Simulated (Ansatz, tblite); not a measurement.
**Be6Te6: one state, many levels**

An exercise on one series of results from a longer session: the logs are not shown, and one member is left open.

Program: Ansatz 0.2.0, Gaussian basis. Level of theory: as each input shows. These are calculated values, not measurements.

The runs, in order: GFN1-xTB, GFN2-xTB, PBE-D4/def2-TZVP, r2SCAN-D4/def2-TZVP, LDA/def2-TZVP, r2SCANh-D4/def2-TZVP, PBE-QIDH/def2-TZVP, PBE-D4/def2-SVP, PBE0-D4/def2-SVP, CCSD(T)/def2-SVP, MP2/def2-TZVP, RPA/def2-TZVP.

4 further runs of the same task are left out: 1 for a known fault of the program, 3 set aside as unsound or not needed.

### The relaxed structure

The singlet was relaxed beforehand with r2SCAN-D4/def2-SVP.

12 atoms, charge 0, spin multiplicity 1.

Bond lengths: Be1–Te2 2.237 Å, Be1–Te12 2.237 Å, Te2–Be3 2.252 Å, Be3–Te4 2.246 Å, Te4–Be5 2.245 Å, Be5–Te6 2.253 Å, Te6–Be7 2.237 Å, Be7–Te8 2.237 Å, Te8–Be9 2.252 Å, Be9–Te10 2.245 Å, Te10–Be11 2.245 Å, Be11–Te12 2.253 Å. Angles: Te2–Be1–Te12 171.4°, Be1–Te2–Be3 74.3°, Te2–Be3–Te4 173.6°, Be3–Te4–Be5 84.6°, Te4–Be5–Te6 172.8°, Be5–Te6–Be7 74.3°, Te6–Be7–Te8 171.4°, Be7–Te8–Be9 74.2°, Te8–Be9–Te10 173.6°, Be9–Te10–Be11 84.6°, Te10–Be11–Te12 172.6°, Be1–Te12–Be11 74.3°.

Te takes a core potential in the def2 sets. No spin-orbit coupling is included.

PBE0-D4/def2-TZVP was run before; its log isn't repeated, and its numbers join the tables.

The first run:

Tight binding, by tblite at 300 K electronic temperature and without a spin-polarisation term:

```python
tblite.interface.Calculator('GFN1-xTB', numbers, positions, charge=0, uhf=0).singlepoint()
```

Tight binding, by tblite at 300 K electronic temperature and without a spin-polarisation term:

```python
tblite.interface.Calculator('GFN2-xTB', numbers, positions, charge=0, uhf=0).singlepoint()
```

start.molden holds the orbitals of an earlier run on this state, given as this run's starting guess.

Input file in.yaml:

```yaml
crystal:
  periodic: [false, false, false]
  atoms:
    - {symbol: Be, position_ang: [-2.229007, 1.106247, 0.454552]}
    - {symbol: Te, position_ang: [-3.031484, -0.966390, 0.711377]}
    - {symbol: Be, position_ang: [-1.981480, -0.960650, -1.280705]}
    - {symbol: Te, position_ang: [-1.162822, -0.960979, -3.371674]}
    - {symbol: Be, position_ang: [0.670552, -0.073768, -2.426397]}
    - {symbol: Te, position_ang: [2.652713, 0.715796, -1.701570]}
    - {symbol: Be, position_ang: [2.233249, -1.095662, -0.458485]}
    - {symbol: Te, position_ang: [1.520676, -2.757924, 0.858154]}
    - {symbol: Be, position_ang: [1.239283, -0.867491, 2.049661]}
    - {symbol: Te, position_ang: [1.151394, 0.939455, 3.379289]}
    - {symbol: Be, position_ang: [0.069947, 1.892867, 1.657800]}
    - {symbol: Te, position_ang: [-1.133041, 3.028498, 0.127997]}
basis:
  gaussian: {orbitals: def2-TZVP, fitting: {mean_field: def2-universal-jkfit}, initial_orbitals: start.molden}
hamiltonian: {xc: pbe, dispersion: d4}
scf: {omitted_lower_state_checks: [starts]}
output: {orbitals: {seedname: orbitals}}
```

The run is started by

```bash
ansatz run in.yaml --threads 2 --pin off --events-out ev --progress --plain --max-ram 32768MiB --backend cuda --devices 0, --max-vram 18GiB
```

Among the steps run: PBE-D4/def2-TZVP; r2SCAN-D4/def2-TZVP; LDA/def2-TZVP; r2SCANh-D4/def2-TZVP; PBE-QIDH/def2-TZVP; PBE-D4/def2-SVP; PBE0-D4/def2-SVP; CCSD(T)/def2-SVP; MP2/def2-TZVP; RPA/def2-TZVP.

One of the session's tables, all rows but one given; the rest of the session is left out.

It belongs to the step «Binding energy». 

| method | binding an atom (eV) |
| --- | --- |
| HF/def2-SVP | 1.947 |
| HF/def2-TZVP | 1.929 |
| LDA/def2-TZVP | 3.282 |
| PBE-D4/def2-SVP | 2.937 |
| PBE-D4/def2-TZVP | 2.914 |
| r2SCAN-D4/def2-TZVP | 2.879 |
| r2SCANh-D4/def2-TZVP | 2.858 |
| PBE0-D4/def2-SVP | 2.880 |
| PBE0-D4/def2-TZVP | 2.863 |
| PBE-QIDH/def2-TZVP | 2.799 |
| RPA/def2-TZVP | 2.259 |
| MP2/def2-SVP | 2.547 |
| MP2/def2-TZVP | 2.789 |
| CCSD/def2-SVP | 2.170 |
| CCSD(T)/def2-SVP | ? |

**Question.** Estimate the row for CCSD(T)/def2-SVP.

**Answer.** binding an atom (eV): 2.242. In the column «binding an atom (eV)» it lies between CCSD/def2-SVP (2.170) and RPA/def2-TZVP (2.259).

Limits of these values: Free atoms were run apart at each level; binding is atoms less cluster, divided by the number of atoms, without zero-point or spin-orbit terms.
